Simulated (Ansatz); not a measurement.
**C₂H₃BCl₂ (SMILES C=CB(Cl)Cl): a relaxed scan of the bond length C2–H8**

One table from this session's results is given with a row withheld; the runs are named, their logs left out.

Computed with Ansatz 0.2.0, Gaussian basis. Level: single points in def2-TZVPP.

Levels: PBE-D4, r2SCAN-D4, PBE0-D4, B3LYP-D4, wB97M-V, Hartree-Fock, MP2, CCSD, CCSD(T). The scan takes 0.892, 0.938, 1.005, 1.083, 1.170, 1.264, 1.363, 1.468, 1.577 Å.

Cores are frozen in the correlated methods. B3LYP uses VWN-RPA correlation.

18 further runs of the same task are left out: 18 set aside as unsound or not needed.

## Where the work starts

The minimum, relaxed at PBE0-D4: SMILES `C=CB(Cl)Cl`, 8 atoms, charge 0, spin multiplicity 1.

Atoms are counted from 1 here; the program's logs count them from 0.

Bond lengths: C1–C2 1.334 Å, C1–H6 1.085 Å, C1–H7 1.086 Å, C2–B3 1.537 Å, C2–H8 1.087 Å, B3–Cl4 1.750 Å, B3–Cl5 1.751 Å. Angles: C2–C1–H6 122.1°, C2–C1–H7 121.2°, H6–C1–H7 116.7°, C1–C2–B3 123.3°, C1–C2–H8 118.7°, B3–C2–H8 118.0°, C2–B3–Cl4 119.9°, C2–B3–Cl5 122.1°, Cl4–B3–Cl5 118.0°.

Coordinates:

| atom | x (Å) | y (Å) | z (Å) |
| --- | --- | --- | --- |
| C1 | 0.4841 | 0.9233 | 0.8020 |
| C2 | -0.0578 | -0.2568 | 0.4956 |
| B3 | -0.3656 | -0.6962 | -0.9447 |
| Cl4 | -1.0767 | -2.2668 | -1.2444 |
| Cl5 | -0.0270 | 0.3303 | -2.3229 |
| H6 | 0.6931 | 1.2128 | 1.8271 |
| H7 | 0.7377 | 1.6430 | 0.0299 |
| H8 | -0.2957 | -0.9468 | 1.3017 |

Energies of the minimum (eV), from earlier single points: PBE-D4 -27834.09780, r2SCAN-D4 -27844.79639, PBE0-D4 -27836.48714, B3LYP-D4 -27849.46121, wB97M-V -27845.68204, CCSD(T) -27815.00178.

At the minimum the bond length C2–H8 is 1.087 Å.

Set-up of the first run:

The input, relax/in.yaml:

```yaml
crystal:
  periodic: [false, false, false]
  atoms:
    - {symbol: C, position_ang: [0.484112, 0.923313, 0.802010]}
    - {symbol: C, position_ang: [-0.057768, -0.256781, 0.495643]}
    - {symbol: B, position_ang: [-0.365570, -0.696181, -0.944710]}
    - {symbol: Cl, position_ang: [-1.076716, -2.266818, -1.244401]}
    - {symbol: Cl, position_ang: [-0.026952, 0.330345, -2.322864]}
    - {symbol: H, position_ang: [0.693062, 1.212770, 1.827054]}
    - {symbol: H, position_ang: [0.737714, 1.642960, 0.029878]}
    - {symbol: H, position_ang: [-0.252928, -0.822812, 1.156844]}
basis:
  gaussian: {orbitals: def2-TZVP}
hamiltonian: {xc: pbe0, dispersion: d4}
relax: {f_tol: 0.005, max_steps: 200, constraints: [{distance: [1, 7]}]}
```

No record of the launch command was kept for these runs.

Among the steps run: C2–H8 = 0.892 Å; C2–H8 = 0.938 Å; C2–H8 = 1.005 Å; C2–H8 = 1.083 Å; C2–H8 = 1.170 Å; C2–H8 = 1.264 Å; C2–H8 = 1.363 Å; C2–H8 = 1.468 Å; C2–H8 = 1.577 Å.

One table of the session follows, with a row left open; its other results are not shown here.

Energies less that of the minimum at the same level (kcal/mol):

```
bond length (Å)  PBE-D4  PBE0-D4  B3LYP-D4  wB97M-V  Hartree-Fock
          0.892    23.2     22.3      21.7     21.8          21.0
          0.938    12.5     11.8      11.4     11.4          10.7
          1.005     3.5      3.1       2.9      2.9           2.4
          1.083     0.0      0.0       0.0      0.0           0.0
1.087 (minimum)     0.0      0.0       0.0      0.0           0.0
          1.170       ?        ?         ?        ?             ?
          1.264     7.8      9.0       8.9      9.1          10.8
          1.363    16.5     18.4      18.2     18.7          21.5
          1.468    26.7     29.6      28.9     30.1          34.2
          1.577    37.8     41.7      40.5     42.3          47.8
```

Estimate the missing values for bond length (Å) = 1.170.

The run gave: PBE-D4: 1.8; PBE0-D4: 2.3; B3LYP-D4: 2.4; wB97M-V: 2.4; Hartree-Fock: 3.1.

To keep in mind: A polynomial through the near points puts the CCSD(T) minimum 0.002 Å below the PBE0-D4 value.
